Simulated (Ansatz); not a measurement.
Predict the output of the script below (the Ansatz DFT code, driven from Python).

The script reads `c3h7fsn.yaml`:
```yaml
crystal:
  periodic: [false, false, false]
  atoms:
    - { symbol: C, position_ang: [-1.4094, -1.2433, 0.2909] }
    - { symbol: C, position_ang: [-0.3193, -0.8894, 0.8963] }
    - { symbol: C, position_ang: [0.8633, -0.4459, 0.1175] }
    - { symbol: Sn, position_ang: [0.6507, 1.5008, -0.7462] }
    - { symbol: F, position_ang: [0.1808, 2.7648, 0.6443] }
    - { symbol: H, position_ang: [-1.5446, -1.1156, -0.8026] }
    - { symbol: H, position_ang: [-2.2895, -1.5229, 0.8607] }
    - { symbol: H, position_ang: [-0.2155, -0.9608, 1.9709] }
    - { symbol: H, position_ang: [1.7676, -0.3622, 0.8626] }
    - { symbol: H, position_ang: [1.1358, -1.1819, -0.6425] }
    - { symbol: H, position_ang: [-0.7819, 1.4065, -1.8347] }
    - { symbol: H, position_ang: [2.0389, 1.9948, -1.583] }
basis:
  gaussian: { orbitals: def2-SVP }
correlation:
  method: mp2
output:
  forces: true
```

`c3h7fsn.py`
```python
"""C3H7FSn through the session interface."""

import ansatz as az
import numpy as np
import pandas as pd


def main() -> None:
    session = az.Session.from_deck("c3h7fsn.yaml")
    r = session.plan(threads=1).execute().report

    print(f"E = {r['free_energy_ev']:.6f} eV = {r['free_energy_ev'] / 27.211386246:.7f} Ha")
    print("converged:", r["converged"], " doubts:", r["published_state_doubts"] or "none")
    symbols = ["C", "C", "C", "Sn", "F", "H", "H", "H", "H", "H", "H", "H"]
    print("correlation energy", round(r["free_energy_ev"] - r["reference_energy_ev"], 5), "eV")
    cluster = r["correlation"].get("coupled_cluster")
    if cluster:
        print("cycles", cluster["cycles"], " T1 diagnostic", round(cluster["t1_diagnostic"], 4), " largest double", round(cluster["largest_double"], 4))
    state = r["mean_field"]["state"]
    print(f"mean field: {state['energy']['hartree']:.7f} Ha, <S^2> = {abs(state['spin_squared']):.4f}, stability: {state.get('stability', {}).get('kind')}")

    forces = np.array(r["forces_ev_ang"])
    print("largest force", round(float(np.linalg.norm(forces, axis=1).max()), 4), "eV/A, rms", round(float(np.sqrt((forces ** 2).mean())), 4))
    charges = r["charge_distribution"]
    table = pd.DataFrame({"atom": symbols, "mulliken": charges["mulliken_charges_e"], "lowdin": charges["lowdin_charges_e"]})
    print(table.round(3).to_string())
    print("dipole (e A):", np.round(charges["dipole_moment_e_ang"], 4) + 0.0)


if __name__ == "__main__":
    main()
```

```console
$ python c3h7fsn.py
E = -11727.458105 eV = -430.9761362 Ha
converged: True  doubts: none
correlation energy -19.42049 eV
mean field: -430.2624462 Ha, <S^2> = 0.0000, stability: minimum
largest force 3.543 eV/A, rms 1.0385
   atom  mulliken  lowdin
0     C    -0.068   0.002
1     C    -0.081  -0.064
2     C    -0.343  -0.133
3    Sn     0.972   0.494
4     F    -0.486  -0.204
5     H     0.045   0.019
6     H     0.047   0.007
7     H     0.044   0.021
8     H     0.079   0.044
9     H     0.087   0.026
10    H    -0.153  -0.104
11    H    -0.145  -0.106
dipole (e A): [ 0.2464 -0.3878 -0.2381]
```

Notes:
- Total energies depend on the basis set; only differences at equal settings carry meaning.
- The geometry is a force-field or estimated start, not a minimum of this method, and the basis set is short of its limit.
- The Löwdin charges here are taken after orthogonalising the functions within each atom; they differ from plain Löwdin charges, and their signs can be unphysical.
- It ran for 9.2 s on 1 thread of Arm Neoverse V1, with other jobs on the host, peak memory 0.41 GiB.

(Lines on the test bed's own set-up are left out of the output.)
